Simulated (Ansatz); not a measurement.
# C2H3NOSe: small, medium and large basis sets

An exercise on one series of results from a longer session: the logs are not shown, and one member is left open.

Program: Ansatz 0.2.0, Gaussian basis. Level of theory: one geometry, several basis sets. These are calculated values, not measurements.

The runs, in order: PBE0-D4/def2-SVP; ωB97M-V/def2-SVP; PBE0-D4/def2-QZVPP; ωB97M-V/def2-QZVPP; the functionals' def2-TZVPP values are taken from earlier runs.

### The relaxed structure

An earlier PBE0-D4 in a triple-zeta def2 set relaxation fixed the geometry.

8 atoms, charge 0, spin multiplicity 1.

Atoms are counted from 1 here; the program's logs count them from 0.

Bond lengths: N1–C2 1.291 Å, N1–H6 1.022 Å, N1–H7 1.009 Å, C2–C3 1.429 Å, C3–O4 1.331 Å, C3–Se5 1.784 Å, O4–H8 0.970 Å. Angles: C2–N1–H6 122.4°, C2–N1–H7 120.5°, H6–N1–H7 116.6°, N1–C2–C3 117.9°, C2–C3–O4 115.9°, C2–C3–Se5 121.1°, O4–C3–Se5 122.6°, C3–O4–H8 108.1°.

Coordinates:

```
N    -1.0619    0.8644   -0.3019
C    -0.5092   -0.2938   -0.4422
C     0.8277   -0.4594    0.0332
O     1.0220   -1.4612    0.8877
Se    2.1680    0.5175   -0.6237
H    -0.5635    1.6640    0.0937
H    -1.9733    1.0482   -0.6940
H     0.1827   -1.9369    0.9913
```

Set-up of the first run:

The input, in.yaml:

```yaml
crystal:
  periodic: [false, false, false]
  atoms:
    - {symbol: N, position_ang: [-1.061919, 0.864385, -0.301881]}
    - {symbol: C, position_ang: [-0.509227, -0.293808, -0.442180]}
    - {symbol: C, position_ang: [0.827700, -0.459356, 0.033192]}
    - {symbol: O, position_ang: [1.021962, -1.461222, 0.887660]}
    - {symbol: Se, position_ang: [2.168018, 0.517534, -0.623691]}
    - {symbol: H, position_ang: [-0.563465, 1.664035, 0.093738]}
    - {symbol: H, position_ang: [-1.973347, 1.048243, -0.694012]}
    - {symbol: H, position_ang: [0.182678, -1.936913, 0.991272]}
basis:
  gaussian: {orbitals: def2-SVP}
hamiltonian: {xc: pbe0, dispersion: d4}
output: {orbitals: {seedname: orbitals}}
```

Launch:

```sh
ansatz run in.yaml --threads 4 --pin off --events-out ev --progress --plain --max-ram 10444MiB
```

Steps of the session up to this table: PBE0-D4 in def2-SVP; ωB97M-V in def2-SVP; PBE0-D4 in def2-QZVPP; ωB97M-V in def2-QZVPP.

One of the session's tables, all rows but one given; the rest of the session is left out.

It belongs to the step «Functionals by basis». 

| functional | basis | HOMO (eV) | LUMO (eV) |
| --- | --- | --- | --- |
| PBE0-D4 | def2-SVP | -5.92 | -2.19 |
| PBE0-D4 | def2-TZVPP | -6.13 | -2.39 |
| PBE0-D4 | def2-QZVPP | ? | ? |
| ωB97M-V | def2-SVP | -8.01 | -0.06 |
| ωB97M-V | def2-TZVPP | -8.25 | -0.32 |
| ωB97M-V | def2-QZVPP | -8.29 | -0.39 |

Q: Estimate the row for PBE0-D4, def2-QZVPP from the others.

**Answer.** HOMO (eV): -6.17; LUMO (eV): -2.43. In the column «HOMO (eV)» it lies between ωB97M-V, def2-SVP (-8.01) and PBE0-D4, def2-TZVPP (-6.13).
